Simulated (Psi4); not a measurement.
# A workflow on GaH2BrO2 (SMILES [OH][Ga]([OH])[Br]), part 2 of 2

Psi4 1.11.

### Step 3. A structure relaxation at PBE0-D4/def2-TZVP (density fitting) (run 2)

Input file brgah2o2.in:

```
memory 4400 MB

molecule molecule1 {
  0 1
  O     -0.586303     1.364234    -0.669890
  Ga    -0.196646    -0.343313    -0.266975
  O      0.885964    -0.892956     1.057571
  Br    -1.167303    -1.954341    -1.547703
  H     -0.133947     1.998823    -0.083334
  H      1.265667    -0.148943     1.561450
  symmetry c1
}

set globals {
  basis def2-TZVP
  scf_type df
  geom_maxiter 50
  max_force_g_convergence 0.0002
}

optimize("pbe0-d4")
print_variables()
```

Run with:

```sh
$ psi4 brgah2o2.in brgah2o2.out -n 2
```

brgah2o2.out:

```text
Psi4 1.11 release

gradient() will perform analytic gradient computation.

   => Loading Basis Set <=

    Name: DEF2-TZVP
    Role: ORBITAL
    Keyword: BASIS

   => PBE0-D4(BJ,EEQ)ATM: Empirical Dispersion <=

        a1 =       0.400856
        a2 =       5.029288
       alp =      16.000000
        s6 =       1.000000
        s8 =       1.200655
        s9 =       1.000000
        ga =       3.000000
        gc =       2.000000
        wf =       6.000000

         ---------------------------------------------------------
                                   SCF
                              RKS Reference
                        2 Threads,   4196 MiB Core
         ---------------------------------------------------------

  ==> Geometry <==

    Molecular point group: c1
    Full point group: C1

    Geometry (in Angstrom), charge = 0, multiplicity = 1:

       Center              X                  Y                   Z               Mass
    ------------   -----------------  -----------------  -----------------  -----------------
         O           -0.037816571284     2.290791857147     0.060675803651    15.994914619570
         GA           0.351840428716     0.583244857147     0.463590803651    68.925573500000
         O            1.434450428716     0.033601857147     1.788136803651    15.994914619570
         BR          -0.618816571284    -1.027783142853    -0.817137196349    78.918337600000
         H            0.414539428716     2.925380857147     0.647231803651     1.007825032230
         H            1.814153428716     0.777614857147     2.292015803651     1.007825032230

  Running in c1 symmetry.

  Rotational constants: A =      0.19461  B =      0.05386  C =      0.04219 [cm^-1]
  Rotational constants: A =   5834.32610  B =   1614.71769  C =   1264.69837 [MHz]
  Nuclear repulsion =  528.003608702574070

  Charge       = 0
  Multiplicity = 1
  Electrons    = 84
  Nalpha       = 42
  Nbeta        = 42

  ==> Algorithm <==

  SCF Algorithm Type is DF.
  DIIS enabled.
  MOM disabled.
  Fractional occupation disabled.
  Guess Type is SAD.
  Energy threshold   = 1.00e-08
  Density threshold  = 1.00e-08
  Integral threshold = 1.00e-12

  ==> Primary Basis <==

  Basis Set: DEF2-TZVP
    Blend: DEF2-TZVP
    Number of shells: 62
    Number of basis functions: 170
    Number of Cartesian functions: 194
    Spherical Harmonics?: true
    Max angular momentum: 3

  ==> DFT Potential <==

   => LibXC <=

    Version 7.1.2

   => Composite Functional: PBE0-D4BJEEQATM <=

    PBE0-d4bjeeqatm Hyb-GGA Exchange-Correlation Functional

    Deriv               =              1
    GGA                 =           TRUE
    Meta                =          FALSE

    Exchange Hybrid     =           TRUE
    MP2 Hybrid          =          FALSE

   => Exchange Functionals <=

    0.7500   Perdew, Burke & Ernzerhof

   => Exact (HF) Exchange <=

    0.2500               HF

   => Correlation Functionals <=

    1.0000   Perdew, Burke & Ernzerhof

   => LibXC Density Thresholds  <==

    XC_HYB_GGA_XC_PBEH:  1.00E-15

   => Molecular Quadrature <=

    Radial Scheme          =       TREUTLER
    Pruning Scheme         =           NONE
    Nuclear Scheme         =       TREUTLER

    Blocking Scheme        =         OCTREE
    BS radius alpha        =              1
    Pruning alpha          =              1
    Radial Points          =             75
    Spherical Points       =            302
    Total Points           =         129577
    Total Blocks           =           1036
    Max Points             =            256
    Max Functions          =            160
    Weights Tolerance      =       1.00E-15

   => Loading Basis Set <=

    Name: (DEF2-TZVP AUX)
    Role: JKFIT
    Keyword: DF_BASIS_SCF

  ==> Integral Setup <==

  DFHelper Memory: AOs need 0.157 GiB; user supplied 2.648 GiB.
  SCF_SUBTYPE=INCORE selected. In-core MEM_DF algorithm will be used.
  Using in-core AOs.

  ==> MemDFJK: Density-Fitted J/K Matrices <==

    J tasked:                   Yes
    K tasked:                   Yes
    wK tasked:                   No
    Memory [MiB]:              2711
    Algorithm:                 Core
    Schwarz Cutoff:           1E-12
    Mask sparsity (%):       6.3460
    Fitting Condition:        1E-10

   => Auxiliary Basis Set <=

  Basis Set: (DEF2-TZVP AUX)
    Blend: DEF2-UNIVERSAL-JKFIT
    Number of shells: 182
    Number of basis functions: 722
    Number of Cartesian functions: 968
    Spherical Harmonics?: true
    Max angular momentum: 5

  Cached 100.0% of DFT collocation blocks in 0.425 [GiB].

  Minimum eigenvalue in the overlap matrix is 4.2597005328E-03.
  Reciprocal condition number of the overlap matrix is 7.9427765115E-04.
    Using symmetric orthogonalization.

  ==> Pre-Iterations <==

  SCF Guess: Superposition of Atomic Densities via on-the-fly atomic UHF (no occupation information).

   -------------------------
    Irrep   Nso     Nmo
   -------------------------
     A        170     170
   -------------------------
    Total     170     170
   -------------------------

  ==> Iterations <==

                           Total Energy        Delta E     RMS |[F,P]|

[... 3 lines left out ...]
   @DF-RKS iter   3: -4649.76456089548356   -5.17702e+01   8.93545e-03 DIIS/ADIIS
[... 3 lines left out ...]
   @DF-RKS iter   7: -4650.14104447780119   -7.04630e-04   5.89072e-05 DIIS
[... 3 lines left out ...]
   @DF-RKS iter  11: -4650.14109555167215   -3.97540e-09   2.82246e-07 DIIS
[... 28 lines left out ...]
    Final Occupation by Irrep:
[... 11 lines left out ...]
    Two-Electron Energy =                2489.8208393993727441
[... 3 lines left out ...]
    Total Energy =                      -4650.1410955525861937
[... 91 lines left out ...]
    Weights Tolerance      =       1.00E-15
[... 58 lines left out ...]
	  Convergence Criteria              o    2.00e-04 *             o             o             o~
[... 143 lines left out ...]
   @DF-RKS iter   1: -4650.14199661772091    3.03478e-02   7.37865e-05 DIIS
[... 3 lines left out ...]
   @DF-RKS iter   5: -4650.14208546821465   -2.47533e-07   1.70018e-06 DIIS
[... 3 lines left out ...]
   @DF-RKS iter   9: -4650.14208550603234   -3.27418e-11   2.57809e-08 DIIS
[... 14 lines left out ...]
  @DF-RKS Final Energy: -4650.14208550603053
[... 6 lines left out ...]
    DFT Exchange-Correlation Energy =    -138.6740000828227153
[... 17 lines left out ...]
 Dipole X            :         -4.4497083            4.9737694            0.5240611
[... 95 lines left out ...]
	                                 ==> Convergence Check <==
[... 81 lines left out ...]
    Weights Tolerance      =       1.00E-15
[... 34 lines left out ...]
   @DF-RKS iter   2: -4650.14215309989595    5.39930e-06   3.21161e-05 DIIS
[... 3 lines left out ...]
   @DF-RKS iter   6: -4650.14216343149292   -2.69210e-10   9.74478e-08 DIIS
[... 3 lines left out ...]
  Energy and wave function converged.
[... 17 lines left out ...]
    One-Electron Energy =               -7540.1828471401586285
[... 3 lines left out ...]
    VV10 Nonlocal Energy =                  0.0000000000000000
[... 17 lines left out ...]
 Dipole Z            :         -5.9010155            6.5797740            0.6787585
[... 100 lines left out ...]
	   Step    Total Energy     Delta E     Max Force     RMS Force      Max Disp      RMS Disp
[... 107 lines left out ...]
   @DF-RKS iter   0: -4650.14220213012686   -4.65014e+03   2.01870e-04
[... 3 lines left out ...]
   @DF-RKS iter   4: -4650.14217023185938   -4.56293e-08   9.38172e-07 DIIS
[... 3 lines left out ...]
   @DF-RKS iter   8: -4650.14217024155641   -4.54747e-12   1.40887e-08 DIIS
[... 14 lines left out ...]
  @DF-RKS Final Energy: -4650.14217024155550
[... 6 lines left out ...]
    DFT Exchange-Correlation Energy =    -138.6763149856278972
[... 17 lines left out ...]
 Dipole X            :         -4.5044043            5.0028755            0.4984713
[... 95 lines left out ...]
	                                 ==> Convergence Check <==
[... 81 lines left out ...]
    Weights Tolerance      =       1.00E-15
[... 23 lines left out ...]
   @DF-RKS iter   2: -4650.14218230051847   -1.41835e-06   3.00171e-06 DIIS
[... 3 lines left out ...]
   @DF-RKS iter   6: -4650.14218240841456   -3.44698e-10   2.73158e-08 DIIS
[... 9 lines left out ...]
    Final Occupation by Irrep:
[... 11 lines left out ...]
    Two-Electron Energy =                2495.2728047146379140
[... 3 lines left out ...]
    Total Energy =                      -4650.1421824084191030
[... 60 lines left out ...]
    Weights Tolerance      =       1.00E-15
[... 58 lines left out ...]
	  Convergence Criteria              o    2.00e-04 *             o             o             o
[... 95 lines left out ...]
   @DF-RKS iter   1: -4650.14218399694255    7.45242e-05   2.83544e-06 DIIS
[... 3 lines left out ...]
   @DF-RKS iter   5: -4650.14218412990249   -2.31921e-10   5.65496e-08 DIIS
[... 28 lines left out ...]
    Final Occupation by Irrep:
[... 11 lines left out ...]
    Two-Electron Energy =                2495.2533515008681206
[... 3 lines left out ...]
    Total Energy =                      -4650.1421841299270454
[... 60 lines left out ...]
    Weights Tolerance      =       1.00E-15
[... 1 line left out ...]
  -Total Gradient:
     Atom            X                  Y                   Z
    ------   -----------------  -----------------  -----------------
       1       -0.000021615191    -0.000084242768    -0.000022598704
       2        0.000044650473     0.000053179331     0.000044229265
       3       -0.000054057739    -0.000028834616    -0.000062791780
       4       -0.000023577291    -0.000031243073    -0.000028080178
       5       -0.000029813223     0.000006822741    -0.000039654601
       6        0.000005109848    -0.000048294394     0.000003791860

	total time  =          3 seconds =       0.05 minutes

    			-----------------------------------------

    			 OPTKING 3.0: for geometry optimizations

    			        with contributions from

    			-----------------------------------------

	                            ===> Fragment 1 <==

	 Z (Atomic Numbers)          Masses                          Geom
	       8.000000            15.994915         -0.04097454  4.28890934  0.14516777
	      31.000000            68.925573          0.65413954  1.08680570  0.86324520
	       8.000000            15.994915          2.68557611  0.10662805  3.34612814
	      35.000000            78.918338         -1.16079814 -1.92896198 -1.53214105
	       1.000000             1.007825          0.78055292  5.49596175  1.22130297
	       1.000000             1.007825          3.40781313  1.46508891  4.30681334

	 - Coordinate -           - BOHR/RAD -       - ANG/DEG -
	 R(1,2)           =         3.354443           1.775095
	 R(1,5)           =         1.813822           0.959833
	 R(2,3)           =         3.354428           1.775087
[... 10 lines of this table left out ...]
	 D(4,2,3,6)       =         3.141690         180.005575

	        --- Internal Coordinate Step in ANG or DEG, aJ/ANG or AJ/DEG ---
	-------------------------------------------------------------------------------
	           Coordinate      Previous         Force          Change          New
	           ----------      --------        ------          ------        ------
	               R(1,2)       1.77509        0.00017        0.00007       1.77516
	               R(1,5)       0.95983        0.00001        0.00002       0.95985
	               R(2,3)       1.77509        0.00018        0.00007       1.77516
[... 10 lines of this table left out ...]
	           D(4,2,3,6)     180.00558       -0.00000        0.00117     180.00675
	-------------------------------------------------------------------------------

	                                 ==> Convergence Check <==

	Measures of convergence in internal coordinates in au.

	Criteria marked as inactive (o), active & met (*), and active & unmet ( ).

	----------------------------------------------------------------------------------------------
	   Step    Total Energy     Delta E     Max Force     RMS Force      Max Disp      RMS Disp
	----------------------------------------------------------------------------------------------
	  Convergence Criteria              o    2.00e-04 *             o             o             o
	----------------------------------------------------------------------------------------------
	     6   -4650.14218413   -1.72e-06 o    1.44e-04 *    5.51e-05 o    9.56e-04 o    3.85e-04 o  ~
	----------------------------------------------------------------------------------------------

Next Geometry in Ang
	Fragment 1 (Ang)

	    O  -0.0213486029   2.2695730938   0.0770952649
	   Ga   0.3459005520   0.5747660159   0.4565142829
	    O   1.4211019034   0.0568467289   1.7706243311
	   Br  -0.6144444625  -1.0211178472  -0.8109854303
	    H   0.4136920956   2.9075985554   0.6471597649
	    H   1.8028370751   0.7763311326   2.2784947492

    Final optimized geometry and variables:
    Molecular point group: c1
    Full point group: C1

    Geometry (in Angstrom), charge = 0, multiplicity = 1:

    O           -0.021682794953     2.269593083629     0.076819477311
    GA           0.346155739682     0.575112808233     0.456809684602
    O            1.421145677314     0.056425133940     1.770694757626
    BR          -0.614267923494    -1.020762718383    -0.810774124675
    H            0.413050815789     2.908337709142     0.646285699450
    H            1.803337046397     0.775291662929     2.279067468411

  Variable Map:
  ----------------------------------------------------------------------------
  "CURRENT ENERGY"                                  =>   -4650.142184129926
  "CURRENT REFERENCE ENERGY"                        =>   -4650.142184129926
  "DD SOLVATION ENERGY"                             =>       0.000000000000
  "DFT FUNCTIONAL TOTAL ENERGY"                     =>   -4650.138114779558
  "DFT TOTAL ENERGY"                                =>   -4650.142184129927
  "DFT VV10 ENERGY"                                 =>       0.000000000000
  "DFT XC ENERGY"                                   =>    -138.676314555439
  "DISPERSION CORRECTION ENERGY"                    =>      -0.004069350369
  "GRID ELECTRONS ALPHA"                            =>      41.999996456949
  "GRID ELECTRONS BETA"                             =>      41.999996456949
  "GRID ELECTRONS TOTAL"                            =>      83.999992913899
  "NUCLEAR REPULSION ENERGY"                        =>     533.377788856663
  "ONE-ELECTRON ENERGY"                             =>   -7540.092940581651
  "OPTIMIZATION ITERATIONS"                         =>       6.000000000000
  "PBE0-D4(BJ,EEQ)ATM DISPERSION CORRECTION ENERGY" =>      -0.004069350369
  "PCM POLARIZATION ENERGY"                         =>       0.000000000000
  "PE ENERGY"                                       =>       0.000000000000
  "SCF ITERATION ENERGY"                            =>   -4650.142184129926
  "SCF ITERATIONS"                                  =>       7.000000000000
  "SCF TOTAL ENERGY"                                =>   -4650.142184129926
  "TWO-ELECTRON ENERGY"                             =>    2495.253351500868
  "XC GRID RADIAL POINTS"                           =>      75.000000000000
  "XC GRID SPHERICAL POINTS"                        =>     302.000000000000
  "XC GRID TOTAL POINTS"                            =>  129538.000000000000

  Array Variable Map:
  ----------------------------------------------------------------------------
  "-D GRADIENT"                                     =>      -0.000049539813 ... 0.000047789797 6 by 3
  "CURRENT DIPOLE"                                  =>       0.510834319428 ... 0.673677486792 1 by 3
  "CURRENT GRADIENT"                                =>      -0.000021615191 ... 0.000003791860 6 by 3
  "DFT TOTAL GRADIENT"                              =>      -0.000021615191 ... 0.000003791860 6 by 3
  "DISPERSION CORRECTION GRADIENT"                  =>      -0.000049539813 ... 0.000047789797 6 by 3
  "PBE0-D4(BJ,EEQ)ATM DISPERSION CORRECTION GRADIENT" =>      -0.000049539813 ... 0.000047789797 6 by 3
  "SCF DIPOLE"                                      =>       0.510834319428 ... 0.673677486792 1 by 3
  "SCF TOTAL ENERGIES"                              =>   -4650.142258521111 ... -4650.142184129926 1 by 8
  "SCF TOTAL GRADIENT"                              =>      -0.000021615191 ... 0.000003791860 6 by 3

    Psi4 run time: 0:01:10.06

[set-up sections that repeat, and orbital energies of the middle runs, are left out above]
```

Standard output:

```text
Optimizer: Optimization complete!
```

It took 72 s on 2 threads of AMD EPYC 7R43 (Zen 3), shared host; peak memory 0.98 GiB.

Steps, from the record of the run:

```tsv
step	energy from the first frame kept (eV)	largest force (eV/Å)
0	0.0000	0.8145
1	-0.0269	0.1533
2	-0.0291	0.0717
3	-0.0292	0.0496
4	-0.0296	0.0162
5	-0.0296	0.0046
```

After the run. Bond lengths: O1–Ga2 1.775 Å, Ga2–O3 1.775 Å, Ga2–Br4 2.253 Å, O1–H5 0.960 Å, O3–H6 0.960 Å. Angles: O1–Ga2–O3 124.3°, O1–Ga2–Br4 117.9°, O3–Ga2–Br4 117.9°, Ga2–O1–H5 114.5°, Ga2–O3–H6 114.5°.

Runs 3 to 9 aren't shown in full; the table further down has their settings and results.

### Step 4. The energy at MP2/def2-QZVPP (density fitting, density fitting for correlation) (run 10)

Input file brgah2o2.dat:

```
memory 4.4 GB

molecule {
  0 1
  O     -0.570169     1.343035    -0.653746
  Ga    -0.202331    -0.351445    -0.273756
  O      0.872659    -0.870133     1.040129
  Br    -1.162754    -1.947321    -1.541340
  H     -0.135436     1.981780    -0.084280
  H      1.254851    -0.151266     1.548502
  symmetry c1
}

set basis def2-QZVPP
set reference rhf
set scf_type df
set num_frozen_docc 20

energy_value, wavefunction = energy("mp2", return_wfn=True)
```

Run with:

```sh
$ psi4 -i brgah2o2.dat -o brgah2o2.out -n 2
```

brgah2o2.out, shortened:

```text
[...]
  Running in c1 symmetry.
[...]
  Nuclear repulsion =  533.377779458153213
[...]
  Multiplicity = 1
[...]
  Nalpha       = 42
  Nbeta        = 42
[...]
    Number of basis functions: 352
[...]
   @DF-RHF iter   1: -4645.02518345109456   -4.66946e+00   1.05738e-02 ADIIS/DIIS
[...]
   @DF-RHF iter  12: -4646.85099571105820   -1.68257e-10   6.47858e-09 DIIS
[...]
    Orbital Energies [Eh]
    ---------------------
    Doubly Occupied:
       1A   -490.019535     2A   -378.857117     3A    -65.160238
       4A    -58.515219     5A    -58.514659     6A    -58.514557
       7A    -48.204559     8A    -42.535096     9A    -42.531564
      10A    -42.530369    11A    -20.564137    12A    -20.564124
      13A     -9.832930    14A     -7.442647    15A     -7.439306
      16A     -7.438827    17A     -6.438532    18A     -4.536204
      19A     -4.531408    20A     -4.529000    21A     -3.185191
      22A     -3.183609    23A     -3.182959    24A     -3.178835
      25A     -3.178814    26A     -1.343699    27A     -1.339127
      28A     -1.250111    29A     -1.248323    30A     -1.247343
      31A     -1.230495    32A     -1.221585    33A     -1.002442
      34A     -0.693724    35A     -0.676155    36A     -0.581228
[...]
  @DF-RHF Final Energy: -4646.85099571105820
   => Energetics <=
    Nuclear Repulsion Energy =            533.3777794581532135
    One-Electron Energy =               -7541.7866492183275113
    Two-Electron Energy =                2361.5578740491173448
    Total Energy =                      -4646.8509957110572941
[...]
 Multipole Moments:
 ------------------------------------------------------------------------------------
     Multipole            Electronic (a.u.)      Nuclear  (a.u.)        Total (a.u.)
 ------------------------------------------------------------------------------------
 L = 1.  Multiply by 2.5417464519 to convert [e a0] to [Debye]
 Dipole X            :         -4.4658303            4.9955690            0.5297387
 Dipole Y            :         -7.4228851            8.3026581            0.8797730
 Dipole Z            :         -5.8956323            6.5941490            0.6985167
 Magnitude           :                                                    1.2419940
[...]
```

It took 20 s on 2 threads of AMD EPYC 7R43 (Zen 3), shared host; peak memory 1.3 GiB.

### Step 5. All runs side by side

```tsv
run	level	geom maxiter	max force g convergence	energy (Eh)	dipole moment (D)	HOMO energy (eV)	LUMO energy (eV)	wall time
1	PBE-D4/def2-SVP (density fitting)	60	0.0005	-4649.263912	3.28	-7.04	-2.22	44 s
2	PBE0-D4/def2-TZVP (density fitting)	50	0.0002	-4650.142184	3.04	-8.63	-1.34	72 s
3	PBE0-D4/def2-TZVP (density fitting)	–	–	-4650.142184	3.04	–	–	6.9 min
4	PBE-D4/def2-TZVPP (density fitting)	–	–	-4650.020672	2.88	-7.31	-2.26	22 s
5	r2SCAN-D4/def2-TZVPP (density fitting)	–	–	-4650.758352	2.99	-7.66	-1.93	48 s
6	B3LYP-D4/def2-TZVPP (density fitting)	–	–	-4650.937188	2.94	-8.36	-1.70	21 s
7	PBE0-D4/def2-TZVPP (density fitting)	–	–	-4650.145575	2.97	-8.64	-1.34	20 s
8	wB97M-V/def2-TZVPP (density fitting)	–	–	-4650.563746	3.00	-10.95	0.43	60 s
9	CCSD(T)/def2-TZVPP (density fitting, density fitting for correlation)	–	–	-4647.769022	–	-11.62	1.85	14 min
10	MP2/def2-QZVPP (density fitting, density fitting for correlation)	–	–	-4648.434645	–	-11.64	1.39	20 s
```

### Step 6. Summary of results

This closing draws on all 2 parts.

| quantity | value |
| --- | --- |
| run 10, MP2/def2-QZVPP: total energy | -4648.43464 Eh |
| run 10, MP2/def2-QZVPP: HOMO energy (Hartree–Fock orbitals) | -11.64 eV |
| run 10, MP2/def2-QZVPP: LUMO energy (Hartree–Fock orbitals) | 1.39 eV |
| run 10, MP2/def2-QZVPP: HOMO–LUMO gap (Hartree–Fock orbitals) | 13.02 eV |
| run 10, MP2/def2-QZVPP: correlation energy (20 core orbitals frozen) | -1583.6 mEh |

In words: Over runs 3, 4, 5, 6, 7, 8 the dipole moment (its size) runs from 2.88 D (PBE-D4/def2-TZVPP) to 3.04 D (PBE0-D4/def2-TZVP). The two ends differ in method and basis. Over runs 4, 5, 6, 7, 8 the HOMO–LUMO gap runs from 5.05 eV (PBE-D4/def2-TZVPP) to 11.38 eV (wB97M-V/def2-TZVPP). Totals of different functionals can't be ranked against each other. All runs together took 26 min, the longest 14 min.
